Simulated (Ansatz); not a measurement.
## NiMoIrPdW in Ansatz: the effect of Hubbard term

NiMoIrPdW:

```
Ni Mo Pd Ir W
1.0
     2.34460   -1.43138    0.00906
     2.34460    1.43138    0.00906
    -2.20600    0.00000   10.92374
Ni Mo Pd Ir W
1 1 1 1 1
Cartesian
  1.6857 0.0000 3.2343
  -0.5221 0.0000 9.9690
  0.0775 0.0000 5.3638
  3.2778 0.0000 1.1936
  1.6891 0.0000 7.5942
```

The cell was built by a generator and needn't be a form met in nature.

Alike in all runs:

| Property | Result |
| --- | --- |
| Program | Ansatz 0.2.0 |
| Task | projected density of states |
| Functional | PBE |
| Potentials or basis | Ansatz PAW |
| Cutoff | 420 eV (not typed: the program's choice for these potentials) |
| k mesh | 11 × 11 × 3 |
| Occupations | fermi-dirac, width 0.05 eV |
| Spin | collinear spin, ferromagnetic start |
| Starting moments | [1.0, 1.0, 0.0, 0.6, 0.0] μB |
| Hubbard projectors | ortho-atomic (the default) |
| Double counting | fll (the default) |

| Hubbard term | pressure (GPa) | moment (μB) | largest force (eV/Å) |
| --- | --- | --- | --- |
| Ir d U = 2 eV, Mo d U = 2 eV, Ni d U = 2 eV, Pd d U = 2 eV, W d U = 2 eV | 0.4 | 0.00 | 0.26 |
| Ir d U = 4 eV, Mo d U = 4 eV, Ni d U = 4 eV, Pd d U = 4 eV, W d U = 4 eV | ? | ? | ? |
| Ir d U = 8 eV, Mo d U = 8 eV, Ni d U = 8 eV, Pd d U = 8 eV, W d U = 8 eV | 57.6 | 0.30 | 2.40 |

**Question.** What does the run with Hubbard term Ir d U = 4 eV, Mo d U = 4 eV, Ni d U = 4 eV, Pd d U = 4 eV, W d U = 4 eV give?

**Answer.** Pressure 6.0 GPa; moment 1.34 μB; largest force 0.53 eV/Å.

Caveats: the magnetic or orbital state may not be the lowest; the U is typed as a test and isn't derived for this compound; the starting moments weren't kept (some runs); a pressure of tens of GPa on the cell as given is suspect, and the run, the potentials or the cell itself is likely at fault (some runs); forces of over 1 eV/Å show positions far from the minimum, so gaps and moduli don't describe the material at rest (some runs).
